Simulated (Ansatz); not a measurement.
I need an atomisation energy of H₃ISn, SMILES [SnH3][I]. Use Ansatz 0.2.0, Python API. Use (for the species named): CCSD(T), def2-SVPD basis, multiplicity 1.

```xyz
5

Sn   -0.1167    0.0316   -0.0742
I     2.0247   -1.0779    1.0629
H    -1.4877    0.1829    1.0795
H    -0.6180   -0.8866   -1.4458
H     0.2476    1.6765   -0.6638
```

The script, `run_tae.py`:
```python
# -*- coding: utf-8 -*-
"""Energy to split H3ISn into its atoms."""

from collections import Counter
from dataclasses import dataclass

import ansatz as az


@dataclass
class Settings:
    basis: str = "def2-SVPD"
    method: str = "CCSD(T)"


opts = Settings()


def energy(molecule, charge=0, unpaired=0):
    calc = (
        molecule.calculation()
        .basis(gaussian=opts.basis)  # atom-centred Gaussian functions
        .correlation(opts.method)
    )
    if charge:
        calc = calc.charge(charge)
    if unpaired:
        calc = calc.spin("collinear", total=unpaired)
    return calc.run().report["free_energy_ev"]

geometry_ang = [
    ("Sn", [-0.1167, 0.0316, -0.0742]),
    ("I", [2.0247, -1.0779, 1.0629]),
    ("H", [-1.4877, 0.1829, 1.0795]),
    ("H", [-0.618, -0.8866, -1.4458]),
    ("H", [0.2476, 1.6765, -0.6638]),
]
geometry = az.Crystal.molecule()
for symbol, xyz in geometry_ang:
    geometry = geometry.atom(symbol, xyz)

# unpaired electrons of the ground-state atoms
unpaired = {"Sn": 2, "I": 1, "H": 1}
counts = Counter(site.symbol for site in geometry.cartesian_sites)
atom_energy = {s: energy(az.Crystal.molecule().atom(s, (0, 0, 0)), 0, unpaired[s]) for s in counts}
whole = energy(geometry, 0, 0)
for s, e in atom_energy.items():
    print(f"{s:2s} x{counts[s]}  {e:14.5f} eV")
print(f"H3ISn: {whole:.5f} eV")
split = sum(counts[s] * e for s, e in atom_energy.items()) - whole
print(f"atomisation energy (no zero-point term): {96.485332 * split:.1f} kJ/mol, {split / sum(counts.values()):.3f} eV an atom")
```

```console
$ python run_tae.py
Sn x1     -5807.23076 eV
I  x1     -8075.44313 eV
H  x3       -13.58606 eV
H3ISn: -13933.67576 eV
atomisation energy (no zero-point term): 988.4 kJ/mol, 2.049 eV an atom
```

988.4 kJ/mol from the electronic energies, without the zero-point term.

Caveats:
- These settings explore the input space; basis and method may be short of convergence.
- The geometry is a force-field or estimated start, not a minimum of this method, and the basis set is short of its limit. All parts are taken at fixed geometry, without zero-point energy.
- def2 sets replace the cores of elements past krypton by effective core potentials.
- In double-zeta sets correlated atomisation energies come out some 10 to 15 % low.
- The spin-orbit lowering of heavy atoms is left out.
- It ran for 18 s on 1 thread of Intel(R) Xeon(R) Platinum 8259CL CPU @ 2.50GHz (Skylake/Cascade Lake) (shared host), peak memory 0.47 GiB.

(A comment or docstring line of the script was reworded after the run, the code is as it ran; lines on the test bed's own set-up are left out of the output.)
